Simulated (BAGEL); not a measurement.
# B3LYP/6-31G(d) (density fitting with qzvpp-jkfit, spherical functions) run of SiH2O2F2 (SMILES O[Si](O)(F)F)

What is the energy change on altering one bond length of SiH2O2F2 at B3LYP/6-31G* (density fitting with qzvpp-jkfit, spherical functions)? 

The results are computed with BAGEL 1.2.2.

### Step 1. The molecule

SiH2O2F2 has 7 atoms, charge 0, and is taken as a singlet. SMILES: `O[Si](O)(F)F`. The shape is that of a PBE0-D4/def2-TZVP optimisation. This is one conformer, not always the lowest.

Bond lengths: O1–Si2 1.609 Å, Si2–O3 1.609 Å, Si2–F4 1.583 Å, Si2–F5 1.583 Å, O1–H6 0.957 Å, O3–H7 0.957 Å. Angles: O1–Si2–O3 107.3°, O1–Si2–F4 112.2°, O1–Si2–F5 110.1°, O3–Si2–F4 110.1°, O3–Si2–F5 112.2°, F4–Si2–F5 104.9°, Si2–O1–H6 118.9°, Si2–O3–H7 118.9°.

### Step 2. The energy at B3LYP/6-31G(d) (density fitting with qzvpp-jkfit, spherical functions)

The input, job.json:

```json
{ "bagel": [

{
  "title": "molecule",
  "basis": "6-31gs.json",
  "df_basis": "qzvpp-jkfit",
  "angstrom": "true",
  "geometry": [
    { "atom": "O", "xyz": [      -1.123000,       0.443800,       0.890500 ] },
    { "atom": "Si", "xyz": [      -0.011100,      -0.018100,      -0.177300 ] },
    { "atom": "O", "xyz": [       1.321200,      -0.386600,       0.646700 ] },
    { "atom": "F", "xyz": [      -0.483500,      -1.262700,      -1.033600 ] },
    { "atom": "F", "xyz": [       0.238000,       1.131800,      -1.236100 ] },
    { "atom": "H", "xyz": [      -1.829300,       1.022300,       0.602200 ] },
    { "atom": "H", "xyz": [       1.948900,      -0.998500,       0.262000 ] }
  ]
},

{
  "title": "ks",
  "xc_func": "b3lyp"
},

{
  "title": "print",
  "file": "orbitals.molden",
  "orbitals": "true"
}

]}
```

The basis set 6-31G* is read from a file made from the Basis Set Exchange's data (not shown).

Launch:

```bash
$ BAGEL_NUM_THREADS=1 BAGEL job.json > job.out
```

The log of the run:

```text
* using 1 threads per process

  ===============================================================
  ===============================================================

  *** Geometry ***

  { "atom" : "O", "xyz" : [     -2.122162,      0.838660,      1.682801 ] },
  { "atom" : "Si", "xyz" : [     -0.020976,     -0.034204,     -0.335048 ] },
  { "atom" : "O", "xyz" : [      2.496706,     -0.730568,      1.222086 ] },
  { "atom" : "F", "xyz" : [     -0.913683,     -2.386157,     -1.953221 ] },
  { "atom" : "F", "xyz" : [      0.449755,      2.138792,     -2.335890 ] },
  { "atom" : "H", "xyz" : [     -3.456876,      1.931867,      1.137993 ] },
  { "atom" : "H", "xyz" : [      3.682887,     -1.886892,      0.495108 ] },

  Number of auxiliary basis functions:      472

  Since a DF basis is specified, we compute 2- and 3-index integrals:
    o Being stored without compression. Storage requirement is 0.023 GB

  Number of basis functions:       78
  Number of electrons      :       50

    * METHOD: MOLECULE                             0.26

  *** Kohn-Sham DFT ***

    * Removing 12574 points whose weight is below 1.00e-10
    * Grid points: 91768

  === Nuclear Repulsion ===
   270.4700007074

       - DIIS with orbital gradients will be used.

  === KS iteration (b3lyp / 6-31gs.json) ===
      0       -607.80568661          0.14446206           0.43
      1       -563.93244056          0.16800638           0.37
      2       -549.94806694          0.19937025           0.37
      3       -632.65581109          0.12623636           0.37
      4       -638.57906589          0.06615033           0.37
      5       -640.01633894          0.04589291           0.37
      6       -639.73809180          0.05002357           0.37
      7       -640.96041321          0.01317183           0.37
      8       -641.01146993          0.00691606           0.36
      9       -641.03052222          0.00057913           0.36
     10       -641.03063543          0.00022085           0.36
     11       -641.03065259          0.00007730           0.36
     12       -641.03065491          0.00001090           0.36
     13       -641.03065496          0.00000113           0.36
     14       -641.03065496          0.00000095           0.36
     15       -641.03065496          0.00000018           0.36
     16       -641.03065496          0.00000006           0.37
     17       -641.03065496          0.00000003           0.37
     18       -641.03065496          0.00000001           0.36
     19       -641.03065496          0.00000000           0.36
    * SCF iteration converged.

    * Permanent dipole moment:
           (    0.021512,     0.009168,     0.185225) a.u.

    * METHOD: KS                                   7.87

    * METHOD: PRINT                                0.01

  ===============================================================
```

Wall time 8.4 s (1 thread of Arm Neoverse V1, shared host); peak memory 0.37 GiB.

### Step 3. The distorted shape at the same level

The input, dft.json:

```json
{ "bagel" : [

{
  "title" : "molecule",
  "basis" : "6-31gs.json",
  "df_basis" : "qzvpp-jkfit",
  "angstrom" : "true",
  "geometry" : [
    { "atom" : "O", "xyz" : [      -0.911137,       0.270272,       0.976979 ] },
    { "atom" : "Si", "xyz" : [       0.200763,      -0.191628,      -0.090821 ] },
    { "atom" : "O", "xyz" : [       1.533063,      -0.560128,       0.733179 ] },
    { "atom" : "F", "xyz" : [      -0.271637,      -1.436228,      -0.947121 ] },
    { "atom" : "F", "xyz" : [       0.449863,       0.958272,      -1.149621 ] },
    { "atom" : "H", "xyz" : [      -1.829300,       1.022300,       0.602200 ] },
    { "atom" : "H", "xyz" : [       2.160763,      -1.172028,       0.348479 ] }
  ]
},

{ "title" : "ks", "xc_func" : "b3lyp" },

{ "title" : "print", "file" : "orbitals.molden", "orbitals" : "true" }

]}
```

The basis set 6-31G* is read from a file made from the Basis Set Exchange's data (not shown).

Launch:

```bash
$ BAGEL_NUM_THREADS=1 BAGEL dft.json > dft.out
```

The log of the run:

```text
* using 1 threads per process

  ===============================================================
  ===============================================================

  *** Geometry ***

  { "atom" : "O", "xyz" : [     -1.721799,      0.510740,      1.846223 ] },
  { "atom" : "Si", "xyz" : [      0.379387,     -0.362124,     -0.171627 ] },
  { "atom" : "O", "xyz" : [      2.897069,     -1.058489,      1.385508 ] },
  { "atom" : "F", "xyz" : [     -0.513320,     -2.714078,     -1.789799 ] },
  { "atom" : "F", "xyz" : [      0.850118,      1.810872,     -2.172469 ] },
  { "atom" : "H", "xyz" : [     -3.456876,      1.931867,      1.137993 ] },
  { "atom" : "H", "xyz" : [      4.083250,     -2.214812,      0.658530 ] },

  Number of auxiliary basis functions:      472

  Since a DF basis is specified, we compute 2- and 3-index integrals:
    o Being stored without compression. Storage requirement is 0.023 GB

  Number of basis functions:       78
  Number of electrons      :       50

    * METHOD: MOLECULE                             0.24

  *** Kohn-Sham DFT ***

    * Removing 12277 points whose weight is below 1.00e-10
    * Grid points: 92065

  === Nuclear Repulsion ===
   268.8978546271

       - DIIS with orbital gradients will be used.

  === KS iteration (b3lyp / 6-31gs.json) ===
      0       -606.10833248          0.13699824           0.39
      1       -557.77528531          0.20184136           0.37
      2       -553.47314017          0.22610991           0.37
      3       -616.41757581          0.17173119           0.37
      4       -632.78407901          0.11949615           0.37
      5       -639.77036642          0.05126971           0.37
      6       -640.96009371          0.00807408           0.37
      7       -640.97777184          0.00546208           0.36
      8       -640.98812898          0.00184675           0.37
      9       -640.98946092          0.00046108           0.36
     10       -640.98954637          0.00010895           0.37
     11       -640.98954958          0.00006123           0.37
     12       -640.98955109          0.00001024           0.37
     13       -640.98955113          0.00000330           0.37
     14       -640.98955113          0.00000168           0.38
     15       -640.98955113          0.00000097           0.37
     16       -640.98955113          0.00000015           0.37
     17       -640.98955113          0.00000009           0.37
     18       -640.98955113          0.00000002           0.36
     19       -640.98955113          0.00000001           0.37
    * SCF iteration converged.

    * Permanent dipole moment:
           (    0.121130,    -0.066921,     0.198406) a.u.

    * METHOD: KS                                   7.90

    * METHOD: PRINT                                0.01

  ===============================================================
```

It took 8.4 s on 1 thread of Arm Neoverse V1, shared host; peak memory 0.37 GiB.

### Step 4. Results

At B3LYP/6-31G* (density fitting with qzvpp-jkfit, spherical functions):

| quantity | value |
| --- | --- |
| first shape: total energy | -641.03065 Eh |
| first shape: dipole moment | 0.47 D |
| first shape: HOMO energy | -9.40 eV |
| first shape: LUMO energy | 0.60 eV |
| first shape: HOMO–LUMO gap | 10.00 eV |
| distorted shape: total energy | -640.98955 Eh |
| distorted shape: dipole moment | 0.61 D |
| distorted shape: HOMO energy | -9.18 eV |
| distorted shape: LUMO energy | -1.20 eV |
| distorted shape: HOMO–LUMO gap | 7.97 eV |
| energy change with the O1–H6 bond stretched from 0.957 to 1.245 Å | 1.118 eV |

With the O1–H6 bond stretched from 0.957 to 1.245 Å the energy rises by 1.12 eV (108 kJ/mol). The first shape isn't relaxed at this level, so the change isn't measured from a minimum.
